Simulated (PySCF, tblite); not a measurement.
# C₄H₄BF: geometry, infrared bands, NMR shifts and spin-spin couplings

Aim: predict the infrared bands, NMR shifts and spin-spin couplings of C₄H₄BF (`C=CC#CBF`).

Computed with tblite 0.8.0 and PySCF 2.14.0, with density-fitted response routines of our own, on a single molecule in the gas phase. Atoms are numbered from 0 throughout.

## Step 1: The starting structure

10 atoms, charge 0, multiplicity 1; geometry from: force field or distance geometry start.

Bonds of the start (Å): C0–C1 1.31, C1–C2 1.45, C2–C3 1.20, C3–B4 1.53, B4–F5 1.45, C0–H6 1.09, C0–H7 1.08, C1–H8 1.09, B4–H9 1.18.

## Step 2: Optimising the geometry with GFN2-xTB

The job: settings as JSON, then the geometry in Å.

```
{"job": {"kind": "relax", "xc": "GFN2-xTB", "basis": "xTB"}, "charge": 0, "multiplicity": 1}
C     -2.217300     0.512200     0.455900
C     -1.378200    -0.467500     0.698600
C      0.032000    -0.341600     0.394700
C      1.192500    -0.218500     0.117300
B      2.680800    -0.084600    -0.204800
F      3.169400     1.141200    -0.800600
H     -1.890900     1.446000     0.004300
H     -3.267700     0.404500     0.705100
H     -1.723200    -1.393900     1.158300
H      3.411600    -0.993300    -0.036200
```

Launch:

```bash
$ OMP_NUM_THREADS=1 python probes_run.py task.json out
```

One launch serves the whole session: the jobs run in the order shown.

**Question.** This job is followed by: GFN2-xTB harmonic vibrations, gas phase; GIAO PBE0/pcSseg-1 NMR shielding, non-relativistic, gas phase; B3LYP/pcJ-1 indirect spin-spin coupling, non-relativistic, gas phase. What will the session give for the following? strongest single infrared mode (GFN2-xTB); zero-point energy (GFN2-xTB); 13C shifts against TMS (PBE0/pcSseg-1); 1H shifts against TMS (PBE0/pcSseg-1); 11B shifts against BF3·OEt2 (PBE0/pcSseg-1); 19F shifts against CFCl3 (PBE0/pcSseg-1); largest coupling of the table (B3LYP/pcJ-1).

As calculated:

| quantity | value |
| --- | --- |
| strongest single infrared mode (GFN2-xTB) | 1295 cm⁻¹, 404 km/mol |
| zero-point energy (GFN2-xTB) | 41.0 kcal/mol |
| 13C shifts against TMS (PBE0/pcSseg-1) | 147.9, 124.3, 114.9, 105.0 ppm |
| 1H shifts against TMS (PBE0/pcSseg-1) | 6.55, 6.34, 6.27, 4.94 ppm |
| 11B shifts against BF3·OEt2 (PBE0/pcSseg-1) | 38.4 ppm |
| 19F shifts against CFCl3 (PBE0/pcSseg-1) | -10.8 ppm |
| largest coupling of the table (B3LYP/pcJ-1) | 1J(C,H) C1–H8, 170.7 Hz |

**Reading.** The optimisation took 24 steps and gained 0.323 eV; among the close pairs (by a distance rule), B4–F5 changed most, from 1.448 to 1.320 Å. All 24 modes are real, so the xTB geometry is a minimum. The strongest single mode, at 1295 cm⁻¹, is spread over many atoms; the largest shares are those of B4. GFN2-xTB is a fitted tight-binding method: band positions and strengths are rough. Its intensities can rank the bands wrongly. The most deshielded carbon is C0 (terminal =CH2 carbon), at 147.9 ppm: an sp2 carbon of a C=C bond. At PBE0/pcSseg-1: The largest span, 528 ppm, is at F5, where the paramagnetic term is -287 ppm. In the run at B3LYP/pcJ-1, the largest coupling of the table is C1–H8, 170.7 Hz, of which the Fermi-contact term gives 169.6 Hz.
